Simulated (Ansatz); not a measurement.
# GeH2 (triplet): trial inputs and their diagnosis at scale of all distances = 0.895

4 inputs are run for GeH2 (triplet) as typed; the log has to tell whether the result can be used and what must change.

The runs use Ansatz 0.2.0, Gaussian basis; the settings change from run to run.

10 further runs of the same task are left out: 8 that didn't finish, 2 set aside as unsound or not needed.

### 1 What is computed

The geometry derives from a PBE0/def2-TZVP stationary point (not a proven minimum). All distances are scaled together. No spin-orbit coupling is included. The filled d shell of Ge may be among the frozen orbitals whatever the setting's name suggests; the logs give the count.

3 atoms, charge 0, spin multiplicity 3.

Atoms are counted from 1 here; the program's logs count them from 0.

Bond lengths: Ge1–H2 1.379 Å, Ge1–H3 1.379 Å. Angles: H2–Ge1–H3 120.0°.

### 2 Attempt 1

in.yaml

```yaml
crystal:
  periodic: [false, false, false]
  atoms:
    - {symbol: Ge, position_ang: [0.000000, -0.018604, 0.000000]}
    - {symbol: H, position_ang: [0.000000, 0.670384, -1.194289]}
    - {symbol: H, position_ang: [0.000000, 0.670384, 1.194289]}
basis:
  gaussian: {orbitals: def2-mTZVP}
magnetization: {spin_polarized: false, initial_magnetization: 2}
correlation: {method: fic_mrcisd_q, electrons: all, active_space: {window: {electrons: 4, orbitals: 4}, places: [1, 2]}}
scf: {lower_state_search: full}
```

Run with:

```
> ansatz run in.yaml --threads 1 --pin off --events-out ev --progress --plain --max-ram 2393MiB
```

Log:

```text
Error: invalid value for `correlation.active_space`: name one of window, places and ras
```

Wall time 0.03 s (1 thread of Arm Neoverse V1, shared host).

Diagnosis: The run was refused. The active space is defined twice. Cure: keep one definition.

### 3 Attempt 2

in.yaml

```yaml
crystal:
  periodic: [false, false, false]
  atoms:
    - {symbol: Ge, position_ang: [0.000000, -0.018604, 0.000000]}
    - {symbol: H, position_ang: [0.000000, 0.670384, -1.194289]}
    - {symbol: H, position_ang: [0.000000, 0.670384, 1.194289]}
basis:
  gaussian: {orbitals: cc-pVTZ, fitting: {mean_field: def2-universal-jkfit}, point_charges: [{charge: 1.00, position_ang: [4.979, 0.508, -0.887]}]}
magnetization: {spin_polarized: false, initial_magnetization: 2}
correlation: {method: sc_nevpt2, electrons: outside_noble_gas}
```

The command is unchanged.

Log:

```text
Error: this correlation method needs an active space: name one as the reference
```

It took 0.03 s on 1 thread of Arm Neoverse V1, shared host.

**Diagnosis.** The run was refused. This method needs an active space and has none. Fix: add an active_space block.

### 4 Attempt 3

in.yaml

```yaml
crystal:
  periodic: [false, false, false]
  atoms:
    - {symbol: Ge, position_ang: [0.000000, -0.018604, 0.000000]}
    - {symbol: H, position_ang: [0.000000, 0.670384, -1.194289]}
    - {symbol: H, position_ang: [0.000000, 0.670384, 1.194289]}
basis:
  gaussian: {orbitals: aug-cc-pVDZ}
magnetization: {spin_polarized: false, initial_magnetization: 2}
correlation: {method: fic_mrcisd_q, electrons: outside_noble_gas, active_space: {window: {electrons: 4, orbitals: 4}, places: [1, 2]}}
```

The command is unchanged.

Log:

```text
Error: invalid value for `correlation.active_space`: name one of window, places and ras
```

It took 0.03 s on 1 thread of Arm Neoverse V1, shared host.

What is wrong: The run was refused. The active space is defined twice. Fix: keep one definition.

### 5 Attempt 4

in.yaml

```yaml
crystal:
  periodic: [false, false, false]
  atoms:
    - {symbol: Ge, position_ang: [0.000000, -0.018604, 0.000000]}
    - {symbol: H, position_ang: [0.000000, 0.670384, -1.194289]}
    - {symbol: H, position_ang: [0.000000, 0.670384, 1.194289]}
basis:
  gaussian: {orbitals: def2-TZVPP}
magnetization: {spin_polarized: false, initial_magnetization: 2}
correlation: {method: ccsdtq, electrons: all}
accuracy: high
```

Same command.

Log:

```text
Functional definition: HF
  name "HF"
  cite "Fock, Z. Phys. 61, 126 (1930) doi:10.1007/BF01340294"
  parent pbe
  exchange = exact_x
  correlation = 0
1118 factors; integrals over basis functions are off by at most 4.6e-9 eV
mean field evaluation 1: about -56502.1830 eV, gradient 8.7e0 eV
mean field evaluation 2: about -56502.1861 eV, gradient 8.7e0 eV
mean field evaluation 4: about -56502.8147 eV, gradient 2.1e0 eV
mean field evaluation 8: about -56502.8282 eV, gradient 1.2e-3 eV
mean field evaluation 16: about -56502.8100 eV, gradient 2.1e0 eV
mean field -56502.82820934 eV, -2076.4406377009 hartree, gradient 3.3e-8 eV, S^2 2.000000; 0 other end points of the search recorded, 0 dependent functions left out
reference -56502.82820934 eV, -2076.4406377009 hartree; 18, 16 occupied and 58, 60 virtual orbitals, 1118 factors
Error: with its amplitudes the run needs 2267.45 GiB of memory by its plan, which may be too low or too high, and 2.33 GiB are given
refused for memory
```

Run time: 3.5 s. Hardware: 1 thread of Arm Neoverse V1, shared host.

**Diagnosis.** The run was refused for memory. The method is too large for the memory allowed. Fix: freeze cores, shrink the basis or take a lower level.

### 6 Summary

| attempt | level | ended | cause | time |
| --- | --- | --- | --- | --- |
| 1 | MRCISD+Q(4,4)/def2-mTZVP | refused | the active space is defined twice | 0.03 s |
| 2 | 'sc_nevpt2'/cc-pVTZ | refused | this method needs an active space and has none | 0.03 s |
| 3 | MRCISD+Q(4,4)/aug-cc-pVDZ | refused | the active space is defined twice | 0.03 s |
| 4 | CCSDTQ on ROHF/def2-TZVPP | out of memory | the method is too large for the memory allowed | 3.5 s |

3 refused, 1 out of memory.
